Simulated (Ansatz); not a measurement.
# ClH2OSn radical: one species, many methods

An exercise on one series of results from a longer session: the logs are not shown, and one member is left open.

Computed with Ansatz 0.2.0, Gaussian basis. Level: functionals in def2-TZVPP, the program's frozen cores in correlated methods.

The runs, in order: LDA (SPW92), PBE-D4, revPBE-D4, BLYP-D4, r2SCAN-D4, B97M-V, PBE0-D4, B3LYP-D4, r2SCANh-D4, r2SCAN0-D4, HSE06-D4, BHLYP-D4, CAM-B3LYP-D4, LC-ωPBE, ωB97X-V, ωB97M-V, B2PLYP, PBE-QIDH; CCSD(T)/def2-SVP; CCSD(T)/def2-TZVPP; MP2/def2-QZVPP; extrapolation to the limit; RPA on PBE.

### Structure used throughout

An earlier PBE0-D4 in a triple-zeta def2 set relaxation fixed the geometry. Sn takes the def2 core potential; no spin-orbit term is included.

SMILES `[OH][SnH][Cl]`, 5 atoms, charge 0, spin multiplicity 2.

Atoms are counted from 1 here; the program's logs count them from 0.

Bond lengths: O1–Sn2 1.964 Å, O1–H4 0.962 Å, Sn2–Cl3 2.353 Å, Sn2–H5 1.737 Å. Angles: Sn2–O1–H4 113.5°, O1–Sn2–Cl3 105.0°, O1–Sn2–H5 104.0°, Cl3–Sn2–H5 108.1°.

Set-up of the first run:

File in.yaml:

```yaml
crystal:
  periodic: [false, false, false]
  atoms:
    - {symbol: O, position_ang: [-1.283560, 0.069705, -0.537273]}
    - {symbol: Sn, position_ang: [0.678746, 0.118807, -0.475730]}
    - {symbol: Cl, position_ang: [1.263276, -1.237750, 1.355584]}
    - {symbol: H, position_ang: [-1.653254, -0.790541, -0.318163]}
    - {symbol: H, position_ang: [1.044693, 1.766179, -0.065818]}
basis:
  gaussian: {orbitals: def2-TZVPP}
magnetization: {spin_polarized: true, initial_magnetization: 1}
hamiltonian: {xc: lda}
output: {orbitals: {seedname: orbitals}}
```

Steps of the session up to this table: LDA; PBE-D4 (GGA); revPBE-D4 (GGA); BLYP-D4 (GGA); r2SCAN-D4 (meta-GGA); B97M-V (meta-GGA); PBE0-D4 (hybrid); B3LYP-D4 (hybrid); r2SCANh-D4 (hybrid); r2SCAN0-D4 (hybrid); HSE06-D4 (hybrid); BHLYP-D4 (hybrid); CAM-B3LYP-D4 (range-separated); LC-ωPBE-D4 (range-separated; the results give it without D4); ωB97X-V (range-separated); ωB97M-V (range-separated); B2PLYP (double hybrid); PBE-QIDH (double hybrid).

One table of the session follows, with a row left open; its other results are not shown here.

It belongs to the step «Orbital energies across the functionals». 

```
  functional  HOMO (eV)  LUMO (eV)  gap (eV)
 LDA (SPW92)      -5.74      -5.01      0.72
      PBE-D4      -5.66      -4.70      0.97
   revPBE-D4      -5.63      -4.58      1.05
     BLYP-D4      -5.52      -4.71      0.82
   r2SCAN-D4      -6.07      -4.44      1.63
      B97M-V      -5.87      -4.83      1.04
     PBE0-D4      -6.84      -3.89      2.94
    B3LYP-D4      -6.61      -4.27      2.34
  r2SCANh-D4      -6.50      -4.14      2.36
  r2SCAN0-D4          ?          ?         ?
    HSE06-D4      -6.44      -4.26      2.18
    BHLYP-D4      -7.86      -3.15      4.70
CAM-B3LYP-D4      -8.08      -3.03      5.05
     LC-ωPBE      -9.41      -1.68      7.73
     ωB97X-V      -8.96      -2.05      6.91
     ωB97M-V      -8.87      -2.14      6.73
```

**Question.** Estimate the row for r2SCAN0-D4.

Worked estimate for «HOMO (eV)». Against the share of exact exchange, r2SCAN-D4 (0, -6.07), r2SCANh-D4 (0.1, -6.50) give a slope of -4.30 per unit share; at 0.25 the line stands at -7.14.

The run gave: HOMO (eV): -7.14; LUMO (eV): -3.69; gap (eV): 3.45. In «HOMO (eV)» the line misses by 0.00.
